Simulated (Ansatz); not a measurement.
# BH8NSi3: the cost of one run

Computed with Ansatz 0.2.0 through its Python package. Level of theory: PBE0/6-31G*.

## 1. Starting point

Bond lengths: B1–Si2 1.917 Å, Si2–Si3 2.205 Å, Si2–N4 1.784 Å, Si2–Si5 2.218 Å, N4–Si5 1.755 Å, B1–H6 1.256 Å, B1–H7 1.137 Å, Si3–H8 1.441 Å, Si3–H9 1.533 Å, Si3–H10 1.476 Å, N4–H11 1.127 Å, Si5–H12 1.478 Å, Si5–H13 1.531 Å. Angles (14 of 24 angles, heavy atoms first): B1–Si2–Si3 118.6°, B1–Si2–N4 114.7°, B1–Si2–Si5 122.5°, Si3–Si2–N4 107.8°, Si3–Si2–Si5 118.6°, N4–Si2–Si5 50.6°, Si2–N4–Si5 77.6°, Si2–Si5–N4 51.8°, Si2–B1–H6 116.9°, Si2–B1–H7 123.2°, Si2–Si3–H8 112.3°, Si2–Si3–H9 109.1°, Si2–Si3–H10 110.3°, Si2–N4–H11 103.2°.

The script holds or builds the structure itself.

## 2. The code

bh8nsi3_opt.py

```python
"""Minimum-energy structure of BH8NSi3."""

import argparse
import warnings

import ansatz as az
import numpy as np
import pandas as pd

parser = argparse.ArgumentParser(description="Minimum-energy structure of BH8NSi3.")
parser.add_argument("--basis-set", default="6-31G*", help="basis")
parser.add_argument("--xc", required=True, help="exchange-correlation functional")
args = parser.parse_args()


def main() -> None:
    warnings.simplefilter("ignore", az.DeckWarning)

    geometry_ang = [
        ("B", (-1.6422, -0.5817, 1.2494)),
        ("Si", (-0.1185, -0.0272, 0.2261)),
        ("Si", (1.7006, -1.2715, 0.2837)),
        ("N", (-0.4667, 0.35, -1.4827)),
        ("Si", (-0.0382, 1.9216, -0.8307)),
        ("H", (-2.6264, 0.1987, 1.2731)),
        ("H", (-1.6871, -1.5674, 1.8135)),
        ("H", (1.4857, -2.5814, -0.2773)),
        ("H", (2.1749, -1.4017, 1.7358)),
        ("H", (2.7932, -0.6168, -0.4628)),
        ("H", (-1.5932, 0.3591, -1.5207)),
        ("H", (1.2873, 2.3402, -1.3326)),
        ("H", (-1.2491, 2.8435, -0.6598)),
    ]
    molecule = az.Crystal.molecule()
    for symbol, xyz in geometry_ang:
        molecule = molecule.atom(symbol, xyz)

    base = molecule.calculation()
    base = base.basis(gaussian=args.basis_set)
    base = base.functional(args.xc)
    symbols = [site.symbol for site in molecule.cartesian_sites]
    start = np.array([site.position_ang for site in molecule.cartesian_sites], dtype=float)
    r = base.relax(force_tolerance=0.02, max_steps=100).run(threads=1, pin="off").report
    end = np.array(r["positions_ang"])

    print(f"E = {r['free_energy_ev']:.6f} eV = {r['free_energy_ev'] / 27.211386246:.7f} Ha")
    print("converged:", r["converged"], " doubts:", r["published_state_doubts"] or "none")

    print("final positions (A) and the move of each atom")
    for symbol, xyz, old in zip(symbols, end, start):
        print(f"{symbol:2s} {xyz[0]:10.5f} {xyz[1]:10.5f} {xyz[2]:10.5f}   {np.linalg.norm(xyz - old):7.4f}")

    charges = r["charge_distribution"]
    table = pd.DataFrame({"atom": symbols, "mulliken": charges["mulliken_charges_e"], "lowdin": charges["lowdin_charges_e"]})
    print(table.round(3).to_string())
    print("dipole (e A):", np.round(charges["dipole_moment_e_ang"], 4) + 0.0)


if __name__ == "__main__":
    main()
```

## 3. The input behind the calls

The package turns the script's settings into the engine's input:

```yaml
crystal:
  periodic: [false, false, false]
  atoms:
    - { symbol: B, position_ang: [-1.6422, -0.5817, 1.2494] }
    - { symbol: Si, position_ang: [-0.1185, -0.0272, 0.2261] }
    - { symbol: Si, position_ang: [1.7006, -1.2715, 0.2837] }
    - { symbol: "N", position_ang: [-0.4667, 0.35, -1.4827] }
    - { symbol: Si, position_ang: [-0.0382, 1.9216, -0.8307] }
    - { symbol: H, position_ang: [-2.6264, 0.1987, 1.2731] }
    - { symbol: H, position_ang: [-1.6871, -1.5674, 1.8135] }
    - { symbol: H, position_ang: [1.4857, -2.5814, -0.2773] }
    - { symbol: H, position_ang: [2.1749, -1.4017, 1.7358] }
    - { symbol: H, position_ang: [2.7932, -0.6168, -0.4628] }
    - { symbol: H, position_ang: [-1.5932, 0.3591, -1.5207] }
    - { symbol: H, position_ang: [1.2873, 2.3402, -1.3326] }
    - { symbol: H, position_ang: [-1.2491, 2.8435, -0.6598] }
basis:
  gaussian:
    orbitals: "6-31G*"
hamiltonian:
  xc: pbe0
relax:
  f_tol: 0.02
  max_steps: 100
```

## 4. Running it

Launch:

```sh
> python bh8nsi3_opt.py --xc pbe0
```

What time and memory should one allow on 1 thread of AMD EPYC 9R45 (Zen 5), shared host?

About 2.2 min, with a peak of 0.37 GiB.
